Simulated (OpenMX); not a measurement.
Crystal: BiTe.

```
CELL_PARAMETERS angstrom
0.00000 3.23500 3.23500
3.23500 0.00000 3.23500
3.23500 3.23500 0.00000
ATOMIC_POSITIONS crystal
Bi 0.00000 0.00000 0.00000
Te 0.50000 0.50000 0.50000
```

Base run:

| Item | Value |
| --- | --- |
| Program | OpenMX 3.8.5 |
| Functional | LDA |
| Potentials or basis | OpenMX 2013 LDA set, Bi8.0-s3p2d2f1, Te7.0-s3p2d2f1, grid cutoff 500 Ry |
| k mesh | 5 × 5 × 5 |
| Occupations | fermi-dirac, width 0.05 eV |
| Spin | no spin polarisation |

Its results: pressure -1.2 GPa.

Question: The run is repeated on the same cell with these changes: functional from LDA to PBE; potentials or basis from OpenMX 2013 LDA set, Bi8.0-s3p2d2f1, Te7.0-s3p2d2f1, grid cutoff 500 Ry to OpenMX 2013 PBE set, Bi8.0-s3p2d2f1, Te7.0-s3p2d2f1, grid cutoff 500 Ry. What comes out?

Answer: Pressure 2.4 GPa.

Caveats: the basis of atomic orbitals isn't converged, which shifts pressures, moduli and gaps.

Not every run made on this cell is shown here.
